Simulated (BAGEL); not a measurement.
**One shape, several levels: GeH2Cl2 (SMILES [H][Ge]([H])([Cl])[Cl])**

We compute a comparison of 4 runs (B3LYP/6-31G*, B3LYP/aug-cc-pVDZ, PBE0/aug-cc-pVDZ, RI-MP2/aug-cc-pVDZ) of GeH2Cl2. 

The calculation is run with BAGEL 1.2.2.

7 further runs of the same task are left out: 4 that didn't finish, 3 set aside as unsound or not needed. Runs told in other sessions of the task aren't counted.

## 1. The molecule

GeH2Cl2 has 5 atoms, charge 0, and is taken as a singlet. SMILES: `[H][Ge]([H])([Cl])[Cl]`. The shape comes from GFN2-xTB, which is rough for such elements, and wasn't checked as a minimum.

Bond lengths: Ge1–Cl2 2.097 Å, Ge1–Cl3 2.098 Å, Ge1–H4 1.513 Å, Ge1–H5 1.513 Å. Angles: Cl2–Ge1–Cl3 108.2°, Cl2–Ge1–H4 109.3°, Cl2–Ge1–H5 109.4°, Cl3–Ge1–H4 109.5°, Cl3–Ge1–H5 109.4°, H4–Ge1–H5 111.0°.

## 2. The energy at B3LYP/6-31G(d) (density fitting with qzvpp-jkfit, spherical functions) (run 1)

Input file dft.json:

```json
{ "bagel": [

{
  "title": "molecule",
  "basis": "6-31gs.json",
  "df_basis": "qzvpp-jkfit",
  "angstrom": true,
  "geometry": [
    { "atom": "Ge", "xyz": [   -0.121530,    0.000260,   -0.085600 ] },
    { "atom": "Cl", "xyz": [   -0.089600,   -0.019950,    2.010860 ] },
    { "atom": "Cl", "xyz": [    1.860500,    0.013760,   -0.772650 ] },
    { "atom": "H", "xyz": [   -0.829210,    1.249870,   -0.563110 ] },
    { "atom": "H", "xyz": [   -0.820160,   -1.243940,   -0.589510 ] }
  ]
},
{
  "title": "ks",
  "xc_func": "b3lyp",
  "charge": 0
},
{
  "title": "print",
  "file": "orbitals.molden",
  "orbitals": true
}

]}
```

The basis set 6-31G* is read from a file made from the Basis Set Exchange's data (not shown).

Started as:

```bash
$ BAGEL_NUM_THREADS=1 BAGEL dft.json > dft.out
```

Log:

```text
* using 1 threads per process

  ===============================================================
  ===============================================================

  *** Geometry ***

  { "atom" : "Ge", "xyz" : [     -0.229658,      0.000491,     -0.161761 ] },
  { "atom" : "Cl", "xyz" : [     -0.169319,     -0.037700,      3.799975 ] },
  { "atom" : "Cl", "xyz" : [      3.515835,      0.026003,     -1.460097 ] },
  { "atom" : "H", "xyz" : [     -1.566980,      2.361912,     -1.064124 ] },
  { "atom" : "H", "xyz" : [     -1.549878,     -2.350706,     -1.114012 ] },

  Number of auxiliary basis functions:      558

  Since a DF basis is specified, we compute 2- and 3-index integrals:
    o Being stored without compression. Storage requirement is 0.023 GB

  Number of basis functions:       72
  Number of electrons      :       68

    * METHOD: MOLECULE                             0.43

  *** Kohn-Sham DFT ***

    * Removing 8201 points whose weight is below 1.00e-10
    * Grid points: 66329

  === Nuclear Repulsion ===
   354.2384144960

       - DIIS with orbital gradients will be used.

  === KS iteration (b3lyp / 6-31gs.json) ===
      0      -2913.86499434          0.14220626           0.32
      1      -2704.33312579          0.22326896           0.34
      2      -2873.67165180          0.15739136           0.29
      3      -2989.46598730          0.10766498           0.29
      4      -2991.33313839          0.07633296           0.29
      5      -2996.03109707          0.06036214           0.30
      6      -2998.08595916          0.02485345           0.32
      7      -2998.10440752          0.02750848           0.30
      8      -2998.41533439          0.00297731           0.30
      9      -2998.42235397          0.00106546           0.31
     10      -2998.42346603          0.00021025           0.30
     11      -2998.42350385          0.00004298           0.30
     12      -2998.42350518          0.00000752           0.30
     13      -2998.42350522          0.00000224           0.29
     14      -2998.42350522          0.00000033           0.31
     15      -2998.42350522          0.00000007           0.30
     16      -2998.42350522          0.00000002           0.29
     17      -2998.42350522          0.00000001           0.31
    * SCF iteration converged.

    * Permanent dipole moment:
           (    0.613584,    -0.001788,     0.429316) a.u.

    * METHOD: KS                                   5.77

    * METHOD: PRINT                                0.01

  ===============================================================
```

It took 6.6 s on 1 thread of Intel Xeon at 2.60GHz (Ice Lake), shared host; peak memory 0.3 GiB.

## 3. A single-point energy at B3LYP/aug-cc-pVDZ (density fitting with qzvpp-jkfit) (run 2)

Input file calc.json:

```json
{ "bagel" : [

{
  "title" : "molecule",
  "basis" : "aug-cc-pvdz.json",
  "df_basis" : "qzvpp-jkfit",
  "angstrom" : "true",
  "geometry" : [
    { "atom" : "Ge", "xyz" : [   -0.121530,    0.000260,   -0.085600 ] },
    { "atom" : "Cl", "xyz" : [   -0.089600,   -0.019950,    2.010860 ] },
    { "atom" : "Cl", "xyz" : [    1.860500,    0.013760,   -0.772650 ] },
    { "atom" : "H", "xyz" : [   -0.829210,    1.249870,   -0.563110 ] },
    { "atom" : "H", "xyz" : [   -0.820160,   -1.243940,   -0.589510 ] }
  ]
},
{
  "title" : "ks",
  "xc_func" : "b3lyp",
  "charge" : 0
},
{
  "title" : "print",
  "file" : "orbitals.molden",
  "orbitals" : "true"
}

]}
```

The basis set aug-cc-pVDZ is read from a file made from the Basis Set Exchange's data (not shown).

Started as:

```bash
$ BAGEL_NUM_THREADS=1 BAGEL calc.json > calc.out
```

Log:

```text
* using 1 threads per process

  ===============================================================
  ===============================================================

  *** Geometry ***

  { "atom" : "Ge", "xyz" : [     -0.229658,      0.000491,     -0.161761 ] },
  { "atom" : "Cl", "xyz" : [     -0.169319,     -0.037700,      3.799975 ] },
  { "atom" : "Cl", "xyz" : [      3.515835,      0.026003,     -1.460097 ] },
  { "atom" : "H", "xyz" : [     -1.566980,      2.361912,     -1.064124 ] },
  { "atom" : "H", "xyz" : [     -1.549878,     -2.350706,     -1.114012 ] },

  Number of auxiliary basis functions:      558

  Since a DF basis is specified, we compute 2- and 3-index integrals:
    o Being stored without compression. Storage requirement is 0.052 GB

  Number of basis functions:      108
  Number of electrons      :       68

    * METHOD: MOLECULE                             0.39

  *** Kohn-Sham DFT ***

    * Removing 8201 points whose weight is below 1.00e-10
    * Grid points: 66329

  === Nuclear Repulsion ===
   354.2384144960

       - DIIS with orbital gradients will be used.

  === KS iteration (b3lyp / aug-cc-pvdz.json) ===
      0      -2978.00328403          0.08966887           0.43
      1      -2897.67450047          0.20001525           0.46
      2      -2967.15049351          0.08405229           0.41
      3      -2899.71495962          0.19345288           0.41
      4      -2990.19780112          0.07408510           0.41
      5      -2997.51359092          0.03949559           0.40
      6      -2997.48980527          0.04827774           0.41
      7      -2998.05942984          0.03483112           0.42
      8      -2998.64232015          0.01065956           0.40
      9      -2998.73355402          0.00159101           0.40
     10      -2998.73560646          0.00049862           0.41
     11      -2998.73574716          0.00005082           0.43
     12      -2998.73574858          0.00001371           0.40
     13      -2998.73574877          0.00000485           0.40
     14      -2998.73574880          0.00000122           0.40
     15      -2998.73574880          0.00000038           0.42
     16      -2998.73574880          0.00000014           0.40
     17      -2998.73574880          0.00000003           0.40
     18      -2998.73574880          0.00000001           0.40
     19      -2998.73574880          0.00000000           0.41
    * SCF iteration converged.

    * Permanent dipole moment:
           (    0.551069,    -0.001597,     0.385630) a.u.

    * METHOD: KS                                   8.68

    * METHOD: PRINT                                0.02

  ===============================================================
```

Wall time 9.3 s (1 thread of Intel Xeon at 2.60GHz (Ice Lake), shared host); peak memory 0.4 GiB.

Run 3 isn't shown in full; the table further down has it.

## 4. The energy at RI-MP2/aug-cc-pVDZ (density fitting with qzvpp-jkfit) (run 4)

Input file mp2.json:

```json
{ "bagel" : [

{
  "title" : "molecule",
  "basis" : "aug-cc-pvdz.json",
  "df_basis" : "qzvpp-jkfit",
  "angstrom" : true,
  "geometry" : [
    { "atom" : "Ge", "xyz" : [   -0.121530,    0.000260,   -0.085600 ] },
    { "atom" : "Cl", "xyz" : [   -0.089600,   -0.019950,    2.010860 ] },
    { "atom" : "Cl", "xyz" : [    1.860500,    0.013760,   -0.772650 ] },
    { "atom" : "H", "xyz" : [   -0.829210,    1.249870,   -0.563110 ] },
    { "atom" : "H", "xyz" : [   -0.820160,   -1.243940,   -0.589510 ] }
  ]
},
{
  "title" : "hf"
},
{
  "title" : "mp2",
  "ncore" : 19
}

]}
```

The basis set aug-cc-pVDZ is read from a file made from the Basis Set Exchange's data (not shown).

Started as:

```bash
$ BAGEL_NUM_THREADS=1 BAGEL mp2.json > mp2.out
```

Log:

```text
* using 1 threads per process

  ===============================================================
  ===============================================================

  *** Geometry ***

  { "atom" : "Ge", "xyz" : [     -0.229658,      0.000491,     -0.161761 ] },
  { "atom" : "Cl", "xyz" : [     -0.169319,     -0.037700,      3.799975 ] },
  { "atom" : "Cl", "xyz" : [      3.515835,      0.026003,     -1.460097 ] },
  { "atom" : "H", "xyz" : [     -1.566980,      2.361912,     -1.064124 ] },
  { "atom" : "H", "xyz" : [     -1.549878,     -2.350706,     -1.114012 ] },

  Number of auxiliary basis functions:      558

  Since a DF basis is specified, we compute 2- and 3-index integrals:
    o Being stored without compression. Storage requirement is 0.052 GB

  Number of basis functions:      108
  Number of electrons      :       68

    * METHOD: MOLECULE                             0.46

  *** RHF ***

  === Nuclear Repulsion ===
   354.2384144960

      * DIIS with orbital gradients will be used.

  === RHF iteration (aug-cc-pvdz.json) ===
      0      -2995.46178710          0.01037997           0.15
      1      -2995.57174768          0.00528511           0.13
      2      -2995.59471101          0.00088186           0.15
      3      -2995.59558086          0.00018293           0.14
      4      -2995.59561833          0.00005268           0.14
      5      -2995.59562240          0.00001397           0.13
      6      -2995.59562270          0.00000317           0.13
      7      -2995.59562271          0.00000093           0.13
      8      -2995.59562271          0.00000025           0.13
      9      -2995.59562271          0.00000009           0.13
     10      -2995.59562271          0.00000002           0.16
     11      -2995.59562271          0.00000001           0.14
    * SCF iteration converged.

    * Permanent dipole moment:
           (    0.604978,    -0.001722,     0.423465) a.u.

    * METHOD: HF                                   1.96

  *** RHF ***

  === Nuclear Repulsion ===
   354.2384144960

      * DIIS with orbital gradients will be used.

  === RHF iteration (aug-cc-pvdz.json) ===
      0      -2995.59562271          0.00000000           0.13
    * SCF iteration converged.

    * Permanent dipole moment:
           (    0.604977,    -0.001722,     0.423465) a.u.

  === DF-MP2 calculation ===

    * freezing 19 orbitals
    * 3-index integral transformation done
    * assembly done

      MP2 correlation energy:   -0.4129675420      0.06

      MP2 total energy:       -2996.0085902552

    * METHOD: MP2                                  0.34

  ===============================================================
```

Run time: 3 s. Hardware: 1 thread of Intel Xeon at 2.60GHz (Ice Lake), shared host; peak memory 0.19 GiB.

## 5. Overview of the runs

| run | level | frozen core orbitals | energy (Eh) | dipole moment (D) | HOMO energy (eV) | LUMO energy (eV) | wall time |
| --- | --- | --- | --- | --- | --- | --- | --- |
| 1 | B3LYP/6-31G* (density fitting with qzvpp-jkfit, spherical functions) | – | -2998.423505 | 1.90 | -8.67 | -0.65 | 6.6 s |
| 2 | B3LYP/aug-cc-pVDZ (density fitting with qzvpp-jkfit) | – | -2998.735749 | 1.71 | -8.77 | -1.07 | 9.3 s |
| 3 | PBE0/aug-cc-pVDZ (density fitting with qzvpp-jkfit) | – | -2998.098597 | 1.73 | -9.01 | -0.77 | 9.3 s |
| 4 | RI-MP2/aug-cc-pVDZ (density fitting with qzvpp-jkfit) | 19 | -2996.008590 | – | – | – | 3 s |

## 6. Results

| quantity | value |
| --- | --- |
| run 4: total energy | -2996.00859 Eh |
| run 4: correlation energy (19 core orbitals frozen) | -413.0 mEh |

What this shows: Over runs 1, 2, 3 the dipole moment (its size) runs from 1.71 D (B3LYP/aug-cc-pVDZ) to 1.90 D (B3LYP/6-31G*). Over runs 1, 2, 3 the HOMO–LUMO gap runs from 7.69 eV (B3LYP/aug-cc-pVDZ) to 8.24 eV (PBE0/aug-cc-pVDZ). Totals of different functionals can't be ranked against each other. All runs together took 28 s, the longest 9.3 s.
